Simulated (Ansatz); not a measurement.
## MnPt2 in Ansatz: the effect of functional

Crystal: MnPt2.

```
Pt Mn
1.0
     2.83922    0.00000    0.00000
    -1.41961    2.45884    0.00000
     0.00000    0.00000    6.48866
Pt Mn
2 1
Direct
  0.66667 0.33333 0.31621
  0.33333 0.66667 0.68379
  0.00000 0.00000 0.00000
```

The cell comes from a database or a generator and needn't be the stable form of this composition.

The cell isn't the ideal one: volume scaled by 0.98.

Alike in all runs:

| Quantity | Value |
| --- | --- |
| Program | Ansatz 0.2.0 |
| Task | single point |
| Potentials or basis | Ansatz PAW |
| k mesh | 11 × 11 × 4 |
| Occupations | fermi-dirac, width 0.05 eV |
| Spin | collinear spin, ferromagnetic start |
| Starting moments | [0.0, 0.0, 4.0] μB |

```tsv
functional	cutoff	pressure (GPa)	moment (μB)	largest force (eV/Å)
LDA	420 eV (not typed: the program's choice for these potentials)	-12.8	4.16	0.05
r2SCAN	500 eV (not typed: the program's choice for these potentials)	?	?	?
PBE	420 eV (not typed: the program's choice for these potentials)	3.3	4.47	0.06
```

Problem. What does the run with functional r2SCAN give?

Solution. Pressure 1.8 GPa; moment 4.80 μB; largest force 0.10 eV/Å.

Caveats: the PAW data sets come from PBE, with cores solved anew for the run's functional, which leaves a small shift of forces and pressure (some runs); the magnetic or orbital state may not be the lowest (some runs).
